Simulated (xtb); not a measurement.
# AlAsH3F (SMILES [F][AlH][AsH2]) at GFN0-xTB

We compute energy and forces of AlAsH3F. 

Program for the calculation: xtb 6.7.1.

2 further runs of the same task are left out: 2 set aside as unsound or not needed.

## 1. The system as given

The species is AlAsH3F (6 atoms), meant as a singlet with charge 0. As SMILES, `[F][AlH][AsH2]`. The shape comes from GFN2-xTB, which is rough for such elements, and wasn't checked as a minimum. This is one conformer, not always the lowest.

Bond lengths: F1–Al2 1.657 Å, Al2–As3 2.399 Å, Al2–H4 1.541 Å, As3–H5 1.518 Å, As3–H6 1.516 Å. Angles: F1–Al2–As3 121.5°, F1–Al2–H4 109.0°, As3–Al2–H4 129.5°, Al2–As3–H5 85.2°, Al2–As3–H6 82.9°, H5–As3–H6 88.6°.

## 2. Energy and forces at GFN0-xTB

struc.xyz

```xyz
6
start
F     -0.399510    -1.683250     1.204430
Al    -0.473320    -0.771820    -0.177670
As    -0.094910     1.596650    -0.137330
H     -0.773040    -1.696300    -1.373830
H      1.255280     1.263410    -0.745030
H      0.485510     1.291320     1.229420
```

Started as:

```bash
$ xtb struc.xyz --gfn0 --grad --uhf 0 | tee run.log
```

Q: Predict the results. Wanted: total energy; dipole moment; HOMO energy; LUMO energy; HOMO–LUMO gap; dispersion energy; largest force on an atom; mean polarisability.

Computed results:

At GFN0-xTB:

```
                      quantity         value
                  total energy   -9.39035 Eh
                 dipole moment        2.11 D
                   HOMO energy     -10.87 eV
                   LUMO energy      -6.84 eV
                 HOMO–LUMO gap       4.03 eV
             dispersion energy  -2.66 kJ/mol
      largest force on an atom    0.792 eV/Å
mean polarisability (D4 model)    63.7 bohr³
```

In words: The largest force is 0.79 eV/Å: the shape isn't a stationary point for this species at this level.
